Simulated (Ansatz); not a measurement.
# MnB3Ir: the cost of one run

Program: Ansatz 0.2.0. Level of theory: DFT PBE, scalar-relativistic, plane waves, PAW. These are calculated values, not measurements.

1 further run of the same task is left out (it didn't finish).

## 1. The starting structure

The structure is cubic, space group Pm-3m (No. 221). Conventional cell: a = 3.749 Å, b = 3.749 Å, c = 3.749 Å, α = 90.00°, β = 90.00°, γ = 90.00°. Around Mn (site symmetry m-3m) lie 6 B at 1.87 Å. B (site symmetry 4/mmm) has 2 Mn at 1.87 Å and 4 Ir at 2.65 Å in its first shell of neighbours. Ir (site symmetry m-3m) is surrounded by 12 B at 2.65 Å.

As a file:

```cif
data_structure
_symmetry_space_group_name_H-M 'Pm-3m'
_symmetry_Int_Tables_number 221
_cell_length_a 3.7489
_cell_length_b 3.7489
_cell_length_c 3.7489
_cell_angle_alpha 90.000
_cell_angle_beta 90.000
_cell_angle_gamma 90.000
_cell_volume 52.69
loop_
_atom_site_label
_atom_site_type_symbol
_atom_site_symmetry_multiplicity
_atom_site_Wyckoff_symbol
_atom_site_fract_x
_atom_site_fract_y
_atom_site_fract_z
_atom_site_occupancy
Mn1 Mn 1 b 0.50000 0.50000 0.50000 1
B1 B 3 c 0.00000 0.50000 0.50000 1
Ir1 Ir 1 a 0.00000 0.00000 0.00000 1
```

The cell is invented: species swapped into a database cell of Sc3SnB (Pm-3m, No. 221), with B on the Sc sites, Ir on the Sn sites and Mn on the B sites. The dimensions are guesses.

## 2. The guess as it stands, on a coarse mesh

Contents of input.yaml:

```yaml
crystal:
  lattice:
    - [3.74894088, 0.0, 0.0]
    - [0.0, 3.74894088, 0.0]
    - [0.0, 0.0, 3.74894088]
  atoms:
    - { symbol: Mn, position: [0.5, 0.5, 0.5], spin: 4.0 }
    - { symbol: B, position: [0.0, 0.5, 0.5] }
    - { symbol: B, position: [0.5, 0.0, 0.5] }
    - { symbol: B, position: [0.5, 0.5, 0.0] }
    - { symbol: Ir, position: [0.0, 0.0, 0.0] }
basis:
  ecutwfc: 420
kpoints:
  mp_grid: { grid: [4, 4, 4] }
hamiltonian:
  xc: pbe
scf:
  occupations: { method: gaussian, width: 0.1 }
  lower_state_search: "off"
output:
  forces: true
  stress: true
  eigenvalues: true
  populations: true
magnetization:
  spin_polarized: true
```

Command:

```sh
$ ansatz run input.yaml --threads 1 --pin off --max-ram 2560MiB --backend cpu --events-out ev --progress --plain --runs-dir out
```

**Question.** How long does this run take on 1 thread of Intel Xeon 6975P-C (Granite Rapids), shared host, and how much memory does it need?

About 2.1 s, with a peak of 0.38 GiB.
